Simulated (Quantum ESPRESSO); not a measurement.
# WS2 in Quantum ESPRESSO: relaxation of the atoms with LDA

Aim: the relaxation of the atoms of WS2 with LDA.

Everything below comes from runs of Quantum ESPRESSO 7.5. Logs are shortened: lines on timing, memory, paths and dates and some standing lists are left out, and cuts for length are marked.

### 1 Starting point

The cell holds a sheet with vacuum, 3 atoms: a = 3.279 Å, b = 3.138 Å, c = 21.140 Å, α = 90.00°, β = 90.00°, γ = 121.50°.

The cell was built by a generator and needn't be a form met in nature.

### 2 Relaxation of the atoms, LDA

pw.in

```
&CONTROL
  calculation = 'relax'
  prefix = 'pwscf'
  outdir = './tmp'
  pseudo_dir = './pseudo'
  tprnfor = .true.
  disk_io = 'low'
  nstep = 40
  forc_conv_thr = 0.0004
  etot_conv_thr = 1d-05
/
&SYSTEM
  ibrav = 0
  nat = 3
  ntyp = 2
  ecutwfc = 70
  nbnd = 20
  occupations = 'smearing'
  smearing = 'gaussian'
  degauss = 0.00146997
/
&ELECTRONS
  conv_thr = 6d-10
  electron_maxstep = 120
  mixing_beta = 0.5
/
&IONS
  ion_dynamics = 'bfgs'
/
ATOMIC_SPECIES
S     32.0600 S.upf
W    183.8400 W.upf
CELL_PARAMETERS angstrom
   3.2791200000    0.0000000000    0.0000000000
  -1.6395600000    2.6759665361    0.0000000000
   0.0000000000    0.0000000000   21.1400000000
ATOMIC_POSITIONS crystal
S      0.6666666667    0.3333333333    0.4257332072
W      0.3333333333    0.6666666667    0.5000000000
S      0.6666666667    0.3333333333    0.5742667928
K_POINTS automatic
10 10 1 0 0 0
```

Potentials or basis: PseudoDojo 0.4.1 SR LDA standard.

Started as:

```bash
> OMP_NUM_THREADS=1 pw.x -in pw.in > pw.out
```

pw.out:

```text
This program is part of the open-source Quantum ESPRESSO suite
     for quantum simulation of materials; please cite
[... 9 lines left out ...]
     --------------------
     sticks:   dense  smooth     PW     G-vecs:    dense   smooth      PW
     Sum         699     699    207                99119    99119   16041

     Using Slab Decomposition

     bravais-lattice index     =            0
     lattice parameter (alat)  =       6.1966  a.u.
     unit-cell volume          =    1251.8133 (a.u.)^3
     number of atoms/cell      =            3
     number of atomic types    =            2
     number of electrons       =        26.00
     number of Kohn-Sham states=           20
     kinetic-energy cutoff     =      70.0000  Ry
     charge density cutoff     =     280.0000  Ry
     scf convergence threshold =      6.0E-10
     mixing beta               =       0.5000
     number of iterations used =            8  plain     mixing
     energy convergence thresh.=      1.0E-05
     force convergence thresh. =      4.0E-04
     Exchange-correlation= SLA  PW   NOGX NOGC
                           (   1   4   0   0   0   0   0)
     nstep                     =           40

     celldm(1)=   6.196639  celldm(2)=   0.000000  celldm(3)=   0.000000
     celldm(4)=   0.000000  celldm(5)=   0.000000  celldm(6)=   0.000000

     crystal axes: (cart. coord. in units of alat)
               a(1) = (   1.000000   0.000000   0.000000 )
               a(2) = (  -0.500000   0.816062   0.000000 )
               a(3) = (   0.000000   0.000000   6.446852 )

     reciprocal axes: (cart. coord. in units 2 pi/alat)
               b(1) = (  1.000000  0.612698 -0.000000 )
               b(2) = (  0.000000  1.225396  0.000000 )
               b(3) = (  0.000000 -0.000000  0.155114 )

     PseudoPot. # 1 for S  read from file:
     S.upf
     Pseudo is Norm-conserving + core correction, Zval =  6.0
     Generated using ONCVPSP code by D. R. Hamann
     Using radial grid of 1132 points,  6 beta functions with:
                l(1) =   0
                l(2) =   0
                l(3) =   1
                l(4) =   1
                l(5) =   2
                l(6) =   2

     PseudoPot. # 2 for W  read from file:
     W.upf
     Pseudo is Norm-conserving + core correction, Zval = 14.0
     Generated using ONCVPSP code by D. R. Hamann
     Using radial grid of 1380 points,  8 beta functions with:
                l(1) =   0
                l(2) =   0
                l(3) =   1
                l(4) =   1
                l(5) =   2
                l(6) =   2
                l(7) =   3
                l(8) =   3

     atomic species   valence    mass     pseudopotential
     S                 6.00    32.06000     S ( 1.00)
     W                14.00   183.84000     W ( 1.00)

      4 Sym. Ops. (no inversion) found

   Cartesian axes

     site n.     atom                  positions (alat units)
         1        S      tau(   1) = (   0.5000000   0.2720208   2.7446388  )
         2        W      tau(   2) = (  -0.0000000   0.5440416   3.2234258  )
         3        S      tau(   3) = (   0.5000000   0.2720208   3.7022128  )

     number of k points=    31  Gaussian smearing, width (Ry)=  0.0015
                       cart. coord. in units 2pi/alat
        k(    1) = (   0.0000000   0.0000000   0.0000000), wk =   0.0200000
        k(    2) = (   0.0000000   0.1225396   0.0000000), wk =   0.0400000
        k(    3) = (   0.0000000   0.2450793   0.0000000), wk =   0.0400000
        k(    4) = (   0.0000000   0.3676189   0.0000000), wk =   0.0400000
        k(    5) = (   0.0000000   0.4901586   0.0000000), wk =   0.0400000
        k(    6) = (   0.0000000  -0.6126982   0.0000000), wk =   0.0200000
[... 23 lines left out ...]
        k(   30) = (  -0.5000000  -0.1838095   0.0000000), wk =   0.0800000
        k(   31) = (  -0.5000000  -0.0612698   0.0000000), wk =   0.0800000

     Dense  grid:    99119 G-vectors     FFT dimensions: (  36,  32, 216)

     Initial potential from superposition of free atoms

     starting charge      25.9995, renormalised to      26.0000

     negative rho (up, down):  2.499E-05 0.000E+00
     Starting wfcs are   18 randomized atomic wfcs +    2 random wfcs

     Self-consistent Calculation

     iteration #  1     ecut=    70.00 Ry     beta= 0.50
     Davidson diagonalization with overlap
     ethr =  1.00E-02,  avg # of iterations =  6.3

     Threshold (ethr) on eigenvalues was too large:
     Diagonalizing with lowered threshold

     Davidson diagonalization with overlap
     ethr =  3.04E-04,  avg # of iterations =  4.3

     negative rho (up, down):  1.065E-05 0.000E+00

     total energy              =    -196.25547676 Ry
     estimated scf accuracy    <       0.08925958 Ry

     iteration #  2     ecut=    70.00 Ry     beta= 0.50
     Davidson diagonalization with overlap
     ethr =  3.43E-04,  avg # of iterations =  3.3

     negative rho (up, down):  5.079E-06 0.000E+00

     total energy              =    -196.26749436 Ry
     estimated scf accuracy    <       0.01253950 Ry

     iteration #  3     ecut=    70.00 Ry     beta= 0.50
     Davidson diagonalization with overlap
     ethr =  4.82E-05,  avg # of iterations =  6.7

     negative rho (up, down):  3.210E-06 0.000E+00

     total energy              =    -196.26818965 Ry
     estimated scf accuracy    <       0.02034356 Ry

     iteration #  4     ecut=    70.00 Ry     beta= 0.50
     Davidson diagonalization with overlap
     ethr =  4.82E-05,  avg # of iterations =  2.1

     negative rho (up, down):  3.014E-07 0.000E+00

     total energy              =    -196.27114016 Ry
     estimated scf accuracy    <       0.00070582 Ry

     iteration #  5     ecut=    70.00 Ry     beta= 0.50
     Davidson diagonalization with overlap
     ethr =  2.71E-06,  avg # of iterations =  6.5

     negative rho (up, down):  7.559E-08 0.000E+00

     total energy              =    -196.27119974 Ry
     estimated scf accuracy    <       0.00003913 Ry

     iteration #  6     ecut=    70.00 Ry     beta= 0.50
     Davidson diagonalization with overlap
     ethr =  1.50E-07,  avg # of iterations =  2.7

     negative rho (up, down):  1.006E-08 0.000E+00

     total energy              =    -196.27120990 Ry
     estimated scf accuracy    <       0.00000165 Ry

     iteration #  7     ecut=    70.00 Ry     beta= 0.50
     Davidson diagonalization with overlap
     ethr =  6.36E-09,  avg # of iterations =  3.9

     total energy              =    -196.27121051 Ry
     estimated scf accuracy    <       0.00000022 Ry

     iteration #  8     ecut=    70.00 Ry     beta= 0.50
     Davidson diagonalization with overlap
     ethr =  8.59E-10,  avg # of iterations =  2.1
[... 172 lines left out ...]
          k = 0.4000 0.0000 0.0000 ( 12408 PWs)   bands (ev):

   -75.1176 -39.4276 -39.3207 -39.2648 -14.3077 -13.6414  -6.5127  -5.5824
    -5.5514  -4.5865  -3.8515  -2.6875  -1.7477   1.0093   1.5081   2.2565
     3.4777   6.1682   6.4395   6.5751

          k =-0.5000-0.3063 0.0000 ( 12392 PWs)   bands (ev):

   -75.1140 -39.5352 -39.3075 -39.2416 -13.7403 -13.4743  -7.6382  -6.2410
    -5.5356  -4.3280  -3.2355  -2.1877  -2.0763   1.4873   2.2253   2.8453
     3.6708   3.8324   6.5215   6.7004

          k =-0.5000-0.1838 0.0000 ( 12388 PWs)   bands (ev):

   -75.1140 -39.5145 -39.3076 -39.2631 -13.7581 -13.4644  -7.3761  -6.2685
    -5.4818  -4.3735  -3.2101  -3.1099  -1.7028   1.4289   1.9833   3.1112
     3.2001   4.4163   6.9135   7.0680

          k =-0.5000-0.0613 0.0000 ( 12395 PWs)   bands (ev):

   -75.1140 -39.4703 -39.3090 -39.3076 -13.7860 -13.4481  -6.8123  -6.3055
    -5.3097  -4.4981  -4.2866  -3.0931  -1.5554   1.2157   1.7871   2.4375
     3.7827   5.4949   6.9600   7.2781

     the Fermi energy is     0.4546 ev

!    total energy              =    -196.27121056 Ry
     estimated scf accuracy    <          1.6E-10 Ry
     smearing contrib. (-TS)   =      -0.00000000 Ry
     internal energy E=F+TS    =    -196.27121056 Ry

     The total energy is F=E-TS. E is the sum of the following terms:
     one-electron contribution =   -1204.44699907 Ry
     hartree contribution      =     601.28287473 Ry
     xc contribution           =     -45.62602095 Ry
     ewald contribution        =     452.51893473 Ry

     convergence has been achieved in   9 iterations

     Forces acting on atoms (cartesian axes, Ry/au):

     atom    1 type  1   force =     0.00000000    0.00763331    0.02471715
     atom    2 type  2   force =     0.00000000   -0.01526663    0.00000000
     atom    3 type  1   force =     0.00000000    0.00763331   -0.02471715

     Total force =     0.039642     Total SCF correction =     0.000022

     BFGS Geometry Optimization
     Energy error            =      1.6E-03 Ry
     Gradient error          =      2.5E-02 Ry/Bohr

     number of scf cycles    =   1
     number of bfgs steps    =   0

     energy             new  =    -196.2712105628 Ry

     new trust radius        =       0.0258689997 bohr
     new conv_thr            =       0.0000000006 Ry

ATOMIC_POSITIONS (crystal)
S                0.6674214174        0.3348428347        0.4263519278
W                0.3318238319        0.6636476638        0.5000000000
S                0.6674214174        0.3348428347        0.5736480722

     NEW-OLD atomic charge density approx. for the potential

     negative rho (up, down):  5.842E-06 0.000E+00

     Self-consistent Calculation

     iteration #  1     ecut=    70.00 Ry     beta= 0.50
     Davidson diagonalization with overlap
     ethr =  1.00E-06,  avg # of iterations =  7.8

     negative rho (up, down):  2.661E-06 0.000E+00

     total energy              =    -196.27242525 Ry
     estimated scf accuracy    <       0.00008619 Ry

     iteration #  2     ecut=    70.00 Ry     beta= 0.50
     Davidson diagonalization with overlap
     ethr =  3.31E-07,  avg # of iterations =  2.0

     negative rho (up, down):  2.043E-06 0.000E+00

     total energy              =    -196.27242679 Ry
     estimated scf accuracy    <       0.00015394 Ry

     iteration #  3     ecut=    70.00 Ry     beta= 0.50
     Davidson diagonalization with overlap
     ethr =  3.31E-07,  avg # of iterations =  2.0

     negative rho (up, down):  5.895E-07 0.000E+00

     total energy              =    -196.27245278 Ry
     estimated scf accuracy    <       0.00000654 Ry

     iteration #  4     ecut=    70.00 Ry     beta= 0.50
     Davidson diagonalization with overlap
     ethr =  2.51E-08,  avg # of iterations =  2.0

     negative rho (up, down):  1.431E-07 0.000E+00

     total energy              =    -196.27245355 Ry
     estimated scf accuracy    <       0.00000028 Ry

     iteration #  5     ecut=    70.00 Ry     beta= 0.50
     Davidson diagonalization with overlap
     ethr =  1.09E-09,  avg # of iterations =  3.4

     negative rho (up, down):  1.040E-08 0.000E+00

     total energy              =    -196.27245362 Ry
     estimated scf accuracy    <       0.00000002 Ry

     iteration #  6     ecut=    70.00 Ry     beta= 0.50
     Davidson diagonalization with overlap
     ethr =  9.06E-11,  avg # of iterations =  3.7
[... 1058 lines left out ...]
   -75.1114 -39.4531 -39.3260 -39.2821 -14.4408 -13.7188  -6.6871  -5.6808
    -5.6122  -4.6743  -3.9642  -2.6404  -1.8529   1.0955   1.4456   2.2759
     3.6535   6.1334   6.4463   6.7506

          k =-0.5000-0.3063 0.0000 ( 12392 PWs)   bands (ev):

   -75.1077 -39.5615 -39.3125 -39.2597 -13.8725 -13.5702  -7.7726  -6.2742
    -5.6233  -4.4698  -3.2068  -2.3023  -2.1400   1.4007   2.2271   2.9735
     3.7390   3.8471   6.5768   6.8425

          k =-0.5000-0.1838 0.0000 ( 12388 PWs)   bands (ev):

   -75.1077 -39.5408 -39.3125 -39.2814 -13.8900 -13.5589  -7.5120  -6.3300
    -5.5727  -4.4873  -3.1919  -3.1712  -1.7960   1.3323   1.9969   3.1311
     3.3947   4.4617   7.0165   7.0785

          k =-0.5000-0.0613 0.0000 ( 12395 PWs)   bands (ev):

   -75.1077 -39.4965 -39.3273 -39.3126 -13.9175 -13.5404  -6.9563  -6.4113
    -5.3988  -4.5607  -4.3703  -3.0471  -1.6405   1.1466   1.7768   2.5059
     3.9547   5.5746   7.0374   7.2865

     the Fermi energy is     0.4758 ev

!    total energy              =    -196.27310575 Ry
     estimated scf accuracy    <          1.1E-12 Ry
     smearing contrib. (-TS)   =      -0.00000000 Ry
     internal energy E=F+TS    =    -196.27310575 Ry

     The total energy is F=E-TS. E is the sum of the following terms:
     one-electron contribution =   -1213.40397168 Ry
     hartree contribution      =     605.73438149 Ry
     xc contribution           =     -45.68226112 Ry
     ewald contribution        =     457.07874556 Ry

     convergence has been achieved in   6 iterations

     Forces acting on atoms (cartesian axes, Ry/au):

     atom    1 type  1   force =     0.00000000   -0.00015404    0.00002752
     atom    2 type  2   force =     0.00000000    0.00030809    0.00000000
     atom    3 type  1   force =     0.00000000   -0.00015404   -0.00002752

     Total force =     0.000379     Total SCF correction =     0.000001
     Energy error            =      1.0E-06 Ry
     Gradient error          =      3.1E-04 Ry/Bohr

     bfgs converged in   5 scf cycles and   4 bfgs steps
     (criteria: energy <  1.0E-05 Ry, force <  4.0E-04 Ry/Bohr)

     End of BFGS Geometry Optimization

     Final energy             =    -196.2731057468 Ry

Begin final coordinates

ATOMIC_POSITIONS (crystal)
S                0.6680033622        0.3360067243        0.4273088858
W                0.3306599423        0.6613198848        0.5000000000
S                0.6680033622        0.3360067243        0.5726911142
End final coordinates

=------------------------------------------------------------------------------=
   JOB DONE.
=------------------------------------------------------------------------------=
```

Run time: 8.3 min. Hardware: 1 thread of Arm Neoverse V1, shared host; peak memory 0.24 GiB.

Results:

| Quantity | Value |
| --- | --- |
| Free energy | -2670.4316 eV |
| Energy gained by relaxing | 8.6 meV/atom |
| Ionic steps | 5 |
| Largest force after relaxing | 0.008 eV/Å |
| Band gap on the k mesh | 1.68 eV, indirect (least direct gap 1.84 eV) |

Forces in eV/Å, atoms in the order of the input:
```
S    0.000 -0.004  0.001
W    0.000  0.008  0.000
S    0.000 -0.004 -0.001
```

Step by step:
```tsv
step	energy change (eV)	largest force (eV/Å)
1	0.0000	0.6651
2	-0.0169	0.4061
3	-0.0252	0.1128
4	-0.0258	0.0256
5	-0.0258	0.0079
```

Final structure:
```cif
data_structure
_symmetry_space_group_name_H-M 'P 1'
_symmetry_Int_Tables_number 1
_cell_length_a 3.2791
_cell_length_b 3.1383
_cell_length_c 21.1400
_cell_angle_alpha 90.000
_cell_angle_beta 90.000
_cell_angle_gamma 121.496
_cell_volume 185.50
loop_
_atom_site_label
_atom_site_type_symbol
_atom_site_fract_x
_atom_site_fract_y
_atom_site_fract_z
_atom_site_occupancy
S1 S 0.66800 0.33601 0.42731 1
W1 W 0.33066 0.66132 0.50000 1
S2 S 0.66800 0.33601 0.57269 1
```

Caveat: spin-orbit coupling is left out, which moves the levels of the heavy elements. As with any semilocal functional, this LDA gap is likely too small.
